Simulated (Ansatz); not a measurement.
# BH5N2Si: rigid scan of one bond length in Python

How does the energy of BH5N2Si change as one bond is stretched? Wanted for BH5N2Si: a rigid scan of one bond length. SMILES: N[SiH]1BN1.

All numbers are computed with Ansatz 0.2.0 through its Python package. Level of theory: CAM-B3LYP/def2-SVP.

### Step 1. The system

Bond lengths: N1–Si2 1.723 Å, Si2–B3 2.013 Å, Si2–N4 1.739 Å, B3–N4 1.598 Å, N1–H5 1.046 Å, N1–H6 1.073 Å, Si2–H7 1.502 Å, B3–H8 1.131 Å, N4–H9 0.984 Å. Angles (14 of 15 angles, heavy atoms first): N1–Si2–B3 113.5°, N1–Si2–N4 110.4°, B3–Si2–N4 49.8°, Si2–B3–N4 56.2°, Si2–N4–B3 74.1°, N1–Si2–H7 116.0°, B3–Si2–H7 129.8°, N4–Si2–H7 103.9°, Si2–N1–H5 110.5°, Si2–N1–H6 110.4°, Si2–B3–H8 151.8°, N4–B3–H8 151.1°, Si2–N4–H9 108.5°, B3–N4–H9 105.7°.

The script holds or builds the structure itself.

### Step 2. The code

scan_bh5n2si.py reads:

```python
"""Stretching a bond of BH5N2Si, the rest held rigid."""

import ansatz as az
import numpy as np

config = {
    "basis_set": "def2-SVP",
    "xc": "cam_b3lyp",
}

GEOMETRY = """
N    -0.58500    1.58970   -0.05620
Si    0.40640    0.24360    0.36200
B    -0.43250   -1.53640   -0.06440
N     0.62380   -0.80040   -1.01170
H    -0.54250    2.32080    0.69030
H    -1.62010    1.30750   -0.05280
H     1.80810    0.56690    0.79360
H    -1.03940   -2.44650    0.22190
H     1.46970   -1.29150   -0.89990
"""


def main() -> None:
    bh5n2si = az.Crystal.molecule()
    for line in GEOMETRY.strip().splitlines():
        symbol, *xyz = line.split()
        bh5n2si = bh5n2si.atom(symbol, [float(v) for v in xyz])

    symbols = [site.symbol for site in bh5n2si.cartesian_sites]
    start = np.array([site.position_ang for site in bh5n2si.cartesian_sites])
    axis = (start[0] - start[1]) / np.linalg.norm(start[0] - start[1])
    moving = [0, 4, 5]
    lengths, energies = [1.517, 1.585, 1.654, 1.723, 1.792, 1.861, 1.93, 2.033], []
    for length in lengths:
        xyz = start.copy()
        xyz[moving] += (length - np.linalg.norm(start[0] - start[1])) * axis
        point = az.Crystal.molecule()
        for symbol, xyz in zip(symbols, xyz):
            point = point.atom(symbol, xyz.tolist())
        job = (
            point.calculation()
            .basis(gaussian=config["basis_set"])
            .functional(config["xc"])
        )
        rep = job.run(threads=1, pin="off").report
        energies.append(rep["free_energy_ev"])
        print(f"r = {length:6.3f} A  E = {energies[-1]:.5f} eV  <S^2> = {abs(rep['mean_field']['state']['spin_squared']):.3f}")

    # quartic fit about the minimum
    fit = np.polynomial.Polynomial.fit(lengths, np.array(energies) - min(energies), 4).convert()
    roots = [r.real for r in fit.deriv().roots() if abs(r.imag) < 1e-9 and fit.deriv(2)(r.real) > 0]
    r_e = min(roots, key=lambda r: abs(r - lengths[int(np.argmin(energies))]))
    print(f"minimum of the fit at {r_e:.4f} A, force constant {fit.deriv(2)(r_e):.2f} eV/A^2")


if __name__ == "__main__":
    main()
```

### Step 3. The calls as engine input

The package turns the script's settings into the engine's input (first run):

```yaml
crystal:
  periodic: [false, false, false]
  atoms:
    - { symbol: "N", position_ang: [-0.466319178369622, 1.428557924151047, -0.006137139796425196] }
    - { symbol: Si, position_ang: [0.4064, 0.2436, 0.362] }
    - { symbol: B, position_ang: [-0.4325, -1.5364, -0.0644] }
    - { symbol: "N", position_ang: [0.6238, -0.8004, -1.0117] }
    - { symbol: H, position_ang: [-0.423819178369622, 2.1596579241510474, 0.7403628602035748] }
    - { symbol: H, position_ang: [-1.5014191783696222, 1.1463579241510473, -0.002737139796425196] }
    - { symbol: H, position_ang: [1.8081, 0.5669, 0.7936] }
    - { symbol: H, position_ang: [-1.0394, -2.4465, 0.2219] }
    - { symbol: H, position_ang: [1.4697, -1.2915, -0.8999] }
basis:
  gaussian:
    orbitals: def2-SVP
hamiltonian:
  xc: cam_b3lyp
```

### Step 4. Running it

Launch:

```
python scan_bh5n2si.py
```

Q: Predict the main results. Wanted: range of energy; lowest point, distance.

As calculated:

| quantity | value |
| --- | --- |
| bond length at the fit's minimum | 1.7521 Å |
| runs compared | 8 |
| range of energy | 1.052 eV |
| lowest point, distance (Å) | 1.72 |

The curve has its lowest point inside the range, at 1.72. The ends stand 1.05 and 0.633 eV above it. The distance scanned is the script's pair 1, 0. What to keep in mind:
- The rest of the molecule is held rigid at a force-field or estimated start geometry, and the basis set is modest; single-reference methods fail as a bond breaks.
- The orbitals are restricted, so S² is zero by construction.
